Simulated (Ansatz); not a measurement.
# As₂H (quartet): wave-function methods side by side at distance As1–As2 = 2.278 Å, cc-pVDZ

The task here is to estimate one member of a computed series from the others.

Computed with Ansatz 0.2.0, Gaussian basis. Level: cc-pVDZ, core rule «outside noble gas», up to 28 orbitals frozen.

To be run: UHF; CCSD(T) on ROHF; CCSD(T) on UHF; BCCD(T) on ROHF; CISD; CCSDT(Q) on ROHF; CCSDT(Q) on UHF; CASSCF and MRCISD+Q, 5 electrons in 5 orbitals; CASSCF and NEVPT2, 5 electrons in 5 orbitals; CASSCF and MRCISD+Q, 11 electrons in 9 orbitals; CASSCF and NEVPT2, 11 electrons in 9 orbitals.

47 further runs of the same task are left out: 43 that didn't finish, 4 set aside as unsound or not needed.

### What is computed

The geometry derives from a PBE0/def2-TZVP stationary point (not a proven minimum). One bond is set to the value named and the two fragments are kept rigid. No spin-orbit coupling is included. The filled d shell of As may be among the frozen orbitals whatever the setting's name suggests; the logs give the count.

3 atoms, charge 0, spin multiplicity 4.

Atoms are counted from 1 here; the program's logs count them from 0.

Bond lengths: As1–As2 2.278 Å, As1–H3 1.530 Å. Angles: As2–As1–H3 92.0°.

Set-up of the first run:

Input file in.yaml:

```yaml
crystal:
  periodic: [false, false, false]
  atoms:
    - {symbol: As, position_ang: [0.000000, -0.031927, 1.130635]}
    - {symbol: As, position_ang: [0.000000, 0.011808, -1.146945]}
    - {symbol: H, position_ang: [0.000000, 1.495543, 1.212335]}
basis:
  gaussian: {orbitals: cc-pVDZ}
magnetization: {spin_polarized: true, initial_magnetization: 3}
hamiltonian: {xc: hf}
output: {orbitals: {seedname: orbitals}}
```

On the command line:

```
$ ansatz run in.yaml --threads 1 --pin off --events-out ev --progress --plain --max-ram 2393MiB
```

Among the steps run: UHF; CCSD(T) on ROHF; CCSD(T) on UHF; BCCD(T) on ROHF; CISD; CCSDT(Q) on ROHF; CCSDT(Q) on UHF; CASSCF and MRCISD+Q, 5 electrons in 5 orbitals; CASSCF and NEVPT2, 5 electrons in 5 orbitals; CASSCF and MRCISD+Q, 11 electrons in 9 orbitals; CASSCF and NEVPT2, 11 electrons in 9 orbitals.

One of the session's tables, all rows but one given; the rest of the session is left out.

```
          method  from UCCSDT(Q) (kJ/mol)
            ROHF                   +522.4
             UHF                   +499.8
            RMP2                        ?
            UMP2                   +102.8
            CISD                    +53.0
           RCCSD                    +17.8
           UCCSD                    +16.4
        RCCSD(T)                     +4.4
        UCCSD(T)                     +3.4
         BCCD(T)                     +4.4
          RCCSDT                     +1.9
          UCCSDT                     +0.8
       RCCSDT(Q)                     +1.1
       UCCSDT(Q)                        0
  CASSCF valence                   +424.2
  NEVPT2 valence                    +93.5
  MRCISD valence                    +35.1
MRCISD+Q valence                     +1.6
```

Estimate the missing values for RMP2.

As computed: from UCCSDT(Q) (kJ/mol): +99.8. In the column «from UCCSDT(Q) (kJ/mol)» it lies between NEVPT2 valence (+93.5) and UMP2 (+102.8).

Left out of the table: CASSCF pair, NEVPT2 pair, MRCISD pair, MRCISD+Q pair (the active space lost an orbital or holds another state than full CI finds).

Caveats from the session: Restricted and unrestricted rows rest on different reference determinants; where their highest levels disagree by more than a few hundredths of an eV, they describe different states and don't form one ladder. Warnings in the runs' records: passed over end.
